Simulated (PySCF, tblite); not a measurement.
# C₆H₁₁FSSi: geometry, infrared bands and NMR shifts

What infrared bands and NMR shifts should C₆H₁₁FSSi (`CC#C[Si@@H](F)[C@H](C)SC`) show?

Computed with tblite 0.8.0 and PySCF 2.14.0, with density-fitted response routines of our own, on a single molecule in the gas phase. Atoms are numbered from 0 throughout.

### 1 The starting structure

20 atoms, charge 0, multiplicity 1; geometry from: force field or distance geometry start.

Bonds of the start (Å): C0–C1 1.49, C1–C2 1.21, C2–Si3 1.83, Si3–F4 1.68, Si3–C5 1.87, C5–C6 1.49, C5–S7 1.81, S7–C8 1.80, C0–H9 1.10, C0–H10 1.12, C0–H11 1.09, Si3–H12 1.47, C5–H13 1.13, C6–H14 1.11, C6–H15 1.13, C6–H16 1.10, C8–H17 1.14, C8–H18 1.09, C8–H19 1.13.

### 2 Relaxing the molecule with GFN2-xTB

What the job is given:

```
{"job": {"kind": "relax", "xc": "GFN2-xTB", "basis": "xTB"}, "charge": 0, "multiplicity": 1}
C      4.511800     0.170500     0.526300
C      3.065000     0.285100     0.195100
C      1.892500     0.384000    -0.070200
Si     0.125000     0.578000    -0.515800
F     -0.089400     0.508300    -2.185500
C     -0.891600    -0.737000     0.339100
C     -1.585400    -1.646000    -0.620500
S     -2.063400     0.132500     1.404900
C     -3.205600     1.042100     0.357400
H      5.034800     0.473700    -0.387000
H      4.792000     0.915800     1.311700
H      4.708700    -0.838900     0.887300
H     -0.404400     1.886100    -0.094200
H     -0.168100    -1.341500     0.957100
H     -0.934300    -1.777000    -1.513600
H     -1.764400    -2.623300    -0.088800
H     -2.555100    -1.189900    -0.888200
H     -4.284600     0.907700     0.685900
H     -3.187500     0.727100    -0.684300
H     -3.001300     2.153400     0.380100
```

Command:

```
$ OMP_NUM_THREADS=1 python probes_run.py task.json out
```

This one command runs all jobs of the session in turn.

**Question.** This job is followed by: GFN2-xTB harmonic vibrations, gas phase; GIAO PBE0/pcSseg-1 NMR shielding, non-relativistic, gas phase. What will the session give for the following? strongest single infrared mode (GFN2-xTB); zero-point energy (GFN2-xTB); 13C shifts against TMS (PBE0/pcSseg-1); 1H shifts against TMS (PBE0/pcSseg-1, means over atoms taken as alike); 29Si shifts against TMS (PBE0/pcSseg-1); 19F shifts against CFCl3 (PBE0/pcSseg-1); 33S shifts against CS2 (PBE0/pcSseg-1).

As calculated:

| quantity | value |
| --- | --- |
| strongest single infrared mode (GFN2-xTB) | 2326 cm⁻¹, 303 km/mol |
| zero-point energy (GFN2-xTB) | 94.4 kcal/mol |
| 13C shifts against TMS (PBE0/pcSseg-1) | 114.4, 84.1, 33.6, 16.2, 15.6, 5.7 ppm |
| 1H shifts against TMS (PBE0/pcSseg-1, means over atoms taken as alike) | 5.21, 2.12, 2.11, 1.62, 1.60 ppm |
| 29Si shifts against TMS (PBE0/pcSseg-1) | -9.3 ppm |
| 19F shifts against CFCl3 (PBE0/pcSseg-1) | -197.4 ppm |
| 33S shifts against CS2 (PBE0/pcSseg-1) | -3 ppm |

What this shows: The optimisation took 204 steps and gained 0.703 eV; among the close pairs (by a distance rule), Si3–F4 changed most, from 1.685 to 1.620 Å. The lowest mode is imaginary (27i cm⁻¹), so the xTB geometry is not a minimum. The strongest single mode, at 2326 cm⁻¹, moves mainly C1 and C2. Unscaled tight-binding wavenumbers are off by several per cent, some by more. Its intensities can rank the bands wrongly. At PBE0/pcSseg-1: The widest tensor belongs to S7: span 312 ppm, with a paramagnetic part of -550 ppm.
